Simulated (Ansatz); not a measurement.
Run this with Ansatz 0.2.0, Python API and show what comes out.

The script, `clh5sisn_adiabatic.py`:
```python
"""Vertical and adiabatic ionisation of ClH5SiSn."""

import itertools

import ansatz as az
from ase.data import atomic_numbers, covalent_radii
import numpy as np

BASIS = "def2-SVP"
XC = "pbe0"
NET_CHARGE = 1


def main() -> None:
    geometry_ang = [
        ("Cl", (-2.2933, 1.34, -0.2616)),
        ("Si", (-0.6676, 0.3751, -1.0185)),
        ("Sn", (0.7034, -0.4419, 0.8883)),
        ("H", (-1.0251, -0.7562, -1.8349)),
        ("H", (0.1338, 1.2886, -1.8641)),
        ("H", (-0.2149, -1.5179, 1.8866)),
        ("H", (2.1665, -1.2835, 0.2851)),
        ("H", (1.2893, 0.9387, 1.8633)),
    ]
    system = az.Crystal.molecule()
    for symbol, xyz in geometry_ang:
        system = system.atom(symbol, xyz)

    setup = system.calculation().basis(gaussian=BASIS).functional(XC)
    symbols = [site.symbol for site in system.cartesian_sites]
    start = np.array([site.position_ang for site in system.cartesian_sites], dtype=float)
    summary = setup.relax(force_tolerance=0.01).run().report
    end = np.array(summary["positions_ang"])

    minimum = az.Crystal.molecule()
    for symbol, place in zip(symbols, end):
        minimum = minimum.atom(symbol, place.tolist())
    ion = minimum.calculation().basis(gaussian=BASIS).functional(XC).charge(NET_CHARGE).spin("collinear", total=1)
    vertical = ion.run().report
    settled = ion.relax(force_tolerance=0.01, max_steps=80).run().report
    print(f"vertical ionisation energy   {vertical['free_energy_ev'] - summary['free_energy_ev']:.3f} eV")
    print(f"adiabatic, no zero point     {settled['free_energy_ev'] - summary['free_energy_ev']:.3f} eV")
    print(f"relaxation energy of the ion {vertical['free_energy_ev'] - settled['free_energy_ev']:.3f} eV")
    ionised = np.array(settled["positions_ang"])
    # pairs closer than 1.2 times the sum of covalent radii, before or after
    radius = [covalent_radii[atomic_numbers[s]] for s in symbols]
    span = lambda where, i, j: np.linalg.norm(where[i] - where[j])
    bonded = [(i, j) for i, j in itertools.combinations(range(len(symbols)), 2) if min(span(end, i, j), span(ionised, i, j)) < 1.2 * (radius[i] + radius[j])]
    print("pair        before    after (A)")
    for i, j in bonded:
        print(f"{symbols[i]}{i}-{symbols[j]}{j}".ljust(10), f"{span(end, i, j):8.4f} {span(ionised, i, j):8.4f}")
    for first, second in list(itertools.combinations(bonded, 2)):
        shared = set(first) & set(second)
        if shared and symbols[(j := shared.pop())] != "H":
            i, k = sorted((set(first) | set(second)) - {j})
            u, v = ionised[i] - ionised[j], ionised[k] - ionised[j]
            angle = np.degrees(np.arccos(np.clip(u @ v / np.linalg.norm(u) / np.linalg.norm(v), -1, 1)))
            print(f"final angle {symbols[i]}{i}-{symbols[j]}{j}-{symbols[k]}{k}: {angle:.2f} deg")


if __name__ == "__main__":
    main()
```

```console
$ python clh5sisn_adiabatic.py
vertical ionisation energy   9.808 eV
adiabatic, no zero point     9.056 eV
relaxation energy of the ion 0.752 eV
pair        before    after (A)
Cl0-Si1      2.0820   2.0172
Si1-Sn2      2.5711   2.9088
Si1-H3       1.4926   1.4822
Si1-H4       1.4926   1.4822
Sn2-H5       1.7117   1.6955
Sn2-H6       1.7148   1.6998
Sn2-H7       1.7117   1.6956
final angle Cl0-Si1-Sn2: 99.39 deg
final angle Cl0-Si1-H3: 114.83 deg
final angle Cl0-Si1-H4: 114.83 deg
final angle Sn2-Si1-H3: 101.27 deg
final angle Sn2-Si1-H4: 101.26 deg
final angle Si1-Sn2-H5: 98.17 deg
final angle Si1-Sn2-H6: 95.02 deg
final angle Si1-Sn2-H7: 98.12 deg
final angle H3-Si1-H4: 120.28 deg
final angle H5-Sn2-H6: 118.38 deg
final angle H5-Sn2-H7: 118.73 deg
final angle H6-Sn2-H7: 118.37 deg
```

Caveats:
- The energies are electronic: no zero-point or thermal terms, and the basis set is short of its limit. The product may relax into another structure. Each relaxation finds its nearest minimum, which needn't be the lowest.
- def2 sets replace the cores of elements past krypton by effective core potentials.
- Hardware and time: 78 s on 1 thread of Arm Neoverse V1, with other jobs on the host, peak memory 0.35 GiB.
